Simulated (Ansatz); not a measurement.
# AlBrCl2FH: the cost of one run

All numbers below are computed with Ansatz 0.2.0 (RKS BHLYP-D4/def2-SVP).

### Step 1. The starting structure

Bond lengths: Al1–Br2 2.815 Å, Al1–Cl3 2.010 Å, Al1–Cl4 2.010 Å, Al1–F6 2.114 Å. Angles: Br2–Al1–Cl3 104.1°, Br2–Al1–Cl4 105.1°, Br2–Al1–F6 74.3°, Cl3–Al1–Cl4 143.7°, Cl3–Al1–F6 104.1°, Cl4–Al1–F6 104.1°.

As a file:

```xyz
6

Al   -0.4766   -0.6320   -0.2808
Br    1.2962    1.4085   -1.0651
Cl    0.6530   -2.2948   -0.2917
Cl   -2.3111    0.0833   -0.6832
H     0.7558    1.0767    0.8195
F     0.0827    0.3583    1.5013
```

### Step 2. A restrained relaxation towards end A

Springs on the bonds that form and break draw the guess towards this end; the thresholds are loose.

The input, input.yaml:

```yaml
crystal:
  periodic: [false, false, false]
  atoms:
    - { symbol: Al, position_ang: [-0.4766, -0.632, -0.2808] }
    - { symbol: Br, position_ang: [1.2962, 1.4085, -1.0651] }
    - { symbol: Cl, position_ang: [0.653, -2.2948, -0.2917] }
    - { symbol: Cl, position_ang: [-2.3111, 0.0833, -0.6832] }
    - { symbol: H, position_ang: [0.7558, 1.0767, 0.8195] }
    - { symbol: F, position_ang: [0.0827, 0.3583, 1.5013] }
basis:
  gaussian: { orbitals: def2-SVP }
hamiltonian:
  xc: { name: BHLYP }
  dispersion: d4
relax:
  f_tol: 0.15
  max_steps: 25
  restrain:
    - { distance: [0, 5], at: 3.08, k: 30.0 }
    - { distance: [4, 1], at: 2.81, k: 30.0 }
    - { distance: [0, 1], at: 2.41, k: 30.0 }
    - { distance: [4, 5], at: 0.88, k: 30.0 }
output:
  orbitals: {}
```

Started as:

```
ansatz run input.yaml --threads 2 --pin off --max-ram 3072MiB --backend cpu --events-out ev --progress --plain --runs-dir out
```

What time and memory should one allow on 2 threads of AMD EPYC 7R13 (Zen 3), shared host?

About 19 s, with a peak of 0.29 GiB.
